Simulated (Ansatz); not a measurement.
# ClH₄N₂Y: up Jacob's ladder to CCSD(T)

An exercise on one series of results from a longer session: the logs are not shown, and one member is left open.

Computed with Ansatz 0.2.0, Gaussian basis. Level: functionals in def2-TZVPP, the program's frozen cores in correlated methods.

The runs, in order: LDA (SPW92), PBE-D4, revPBE-D4, BLYP-D4, r2SCAN-D4, B97M-V, PBE0-D4, B3LYP-D4, r2SCANh-D4, r2SCAN0-D4, HSE06-D4, BHLYP-D4, CAM-B3LYP-D4, LC-ωPBE, ωB97X-V, ωB97M-V, B2PLYP, PBE-QIDH; CCSD(T)/def2-SVP; CCSD(T)/def2-TZVPP; MP2/def2-QZVPP; extrapolation to the limit; RPA on PBE.

## The relaxed structure

An earlier PBE0-D4 in a triple-zeta def2 set relaxation fixed the geometry. Y takes the def2 core potential; no spin-orbit term is included.

SMILES `[NH2][Y]([NH2])[Cl]`, 8 atoms, charge 0, spin multiplicity 1.

Atoms are counted from 1 here; the program's logs count them from 0.

Bond lengths: N1–Y2 2.128 Å, N1–H5 1.014 Å, N1–H6 1.014 Å, Y2–N3 2.128 Å, Y2–Cl4 2.493 Å, N3–H7 1.014 Å, N3–H8 1.014 Å. Angles: Y2–N1–H5 126.7°, Y2–N1–H6 127.0°, H5–N1–H6 106.3°, N1–Y2–N3 115.9°, N1–Y2–Cl4 122.1°, N3–Y2–Cl4 122.1°, Y2–N3–H7 126.7°, Y2–N3–H8 127.0°, H7–N3–H8 106.3°.

Coordinates:

```
N     0.7303    1.4747   -0.8595
Y     0.3390   -0.0150    0.6091
N    -1.1104   -1.4812    0.0814
Cl    1.5012   -0.0368    2.8142
H     0.3003    1.5522   -1.7740
H     1.3817    2.2476   -0.7858
H    -1.6248   -1.5390   -0.7900
H    -1.4252   -2.2596    0.6490
```

The first run:

Input file in.yaml:

```yaml
crystal:
  periodic: [false, false, false]
  atoms:
    - {symbol: N, position_ang: [0.730334, 1.474658, -0.859503]}
    - {symbol: Y, position_ang: [0.339009, -0.014971, 0.609120]}
    - {symbol: N, position_ang: [-1.110406, -1.481159, 0.081413]}
    - {symbol: Cl, position_ang: [1.501203, -0.036822, 2.814154]}
    - {symbol: H, position_ang: [0.300302, 1.552205, -1.774043]}
    - {symbol: H, position_ang: [1.381694, 2.247647, -0.785818]}
    - {symbol: H, position_ang: [-1.624829, -1.539047, -0.789990]}
    - {symbol: H, position_ang: [-1.425209, -2.259611, 0.648968]}
basis:
  gaussian: {orbitals: def2-TZVPP}
hamiltonian: {xc: lda}
output: {orbitals: {seedname: orbitals}}
```

Launch:

```sh
> ansatz run in.yaml --threads 4 --pin off --events-out ev --progress --plain --max-ram 10444MiB
```

Among the steps run: LDA; PBE-D4 (GGA); revPBE-D4 (GGA); BLYP-D4 (GGA); r2SCAN-D4 (meta-GGA); B97M-V (meta-GGA); PBE0-D4 (hybrid); B3LYP-D4 (hybrid); r2SCANh-D4 (hybrid); r2SCAN0-D4 (hybrid); HSE06-D4 (hybrid); BHLYP-D4 (hybrid); CAM-B3LYP-D4 (range-separated); LC-ωPBE (range-separated); ωB97X-V (range-separated); ωB97M-V (range-separated); B2PLYP (double hybrid); PBE-QIDH (double hybrid).

One table of the session follows, with a row left open; its other results are not shown here.

It belongs to the step «Orbital energies across the functionals». 

| functional | HOMO (eV) | LUMO (eV) | gap (eV) |
| --- | --- | --- | --- |
| LDA (SPW92) | -5.88 | -2.61 | 3.28 |
| PBE-D4 | -5.69 | -2.39 | 3.30 |
| revPBE-D4 | -5.61 | -2.25 | 3.36 |
| BLYP-D4 | -5.57 | -2.41 | 3.16 |
| r2SCAN-D4 | -5.94 | -1.96 | 3.98 |
| B97M-V | -5.96 | -2.26 | 3.70 |
| PBE0-D4 | -7.00 | -1.64 | 5.36 |
| B3LYP-D4 | -6.78 | -1.98 | 4.80 |
| r2SCANh-D4 | -6.43 | -1.73 | 4.71 |
| r2SCAN0-D4 | -7.19 | -1.39 | 5.80 |
| HSE06-D4 | -6.60 | -2.01 | 4.59 |
| BHLYP-D4 | -8.24 | -1.10 | 7.14 |
| CAM-B3LYP-D4 | ? | ? | ? |
| LC-ωPBE | -9.84 | 0.28 | 10.11 |
| ωB97X-V | -9.46 | 0.06 | 9.52 |
| ωB97M-V | -9.37 | -0.33 | 9.04 |

Q: Estimate the row for CAM-B3LYP-D4 from the others.

As computed: HOMO (eV): -8.44; LUMO (eV): -0.94; gap (eV): 7.50. In the column «HOMO (eV)» it lies between ωB97M-V (-9.37) and BHLYP-D4 (-8.24).
